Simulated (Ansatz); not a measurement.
# Sb: the cost of one run

Method: DFT PBEsol, scalar-relativistic, plane waves, PAW, in Ansatz 0.2.0.

## (1) Starting point

It takes space group R-3m (No. 166, trigonal). Conventional cell: a = 4.301 Å, b = 4.301 Å, c = 11.232 Å, α = 90.00°, β = 90.00°, γ = 120.00°. Sb (site symmetry 3m) has 3 Sb at 2.90 Å in its first shell of neighbours.

Structure file:

```xyz
2
Lattice="2.1506 1.2416 3.7440 -2.1506 1.2416 3.7440 0.0000 -2.4833 3.7440" Properties=species:S:1:pos:R:3 pbc="T T T"
Sb    0.0000    0.0000    2.6242
Sb    0.0000    0.0000    8.6078
```

No relaxation comes first: the listed cell is the starting point.

## (2) The reference cell

The reference gives a free energy of -12816.1677 eV, pressure 0.39 GPa, largest force 0.164 eV/Å and gap on the mesh none (metal). It was computed beforehand with the settings of the runs below.

## (3) The scan: biaxial against axial strain

The cell is strained by p along both x and y and by q along z, with fractional coordinates fixed.

## (4) p = -0.030, q = -0.030

The input, input.yaml:

```yaml
crystal:
  lattice:
    - [2.086082322, 1.2044001902, 3.63168]
    - [-2.086082322, 1.2044001902, 3.63168]
    - [0.0, -2.4088003803, 3.63168]
  atoms:
    - { symbol: Sb, position: [0.23364, 0.23364, 0.23364] }
    - { symbol: Sb, position: [0.76636, 0.76636, 0.76636] }
basis:
  ecutwfc: 420
kpoints:
  mp_grid: { grid: [12, 12, 12] }
hamiltonian:
  xc: pbesol
scf:
  occupations: { method: gaussian, width: 0.15 }
output:
  forces: true
  stress: true
  eigenvalues: true
```

The run is started by

```sh
ansatz run input.yaml --threads 1 --pin off --max-ram 2560MiB --backend cpu --events-out ev --progress --plain --runs-dir out
```

Q: Estimate wall time and peak memory on 1 thread of Arm Neoverse V1, shared host.

About 9.8 s, with a peak of 0.42 GiB.
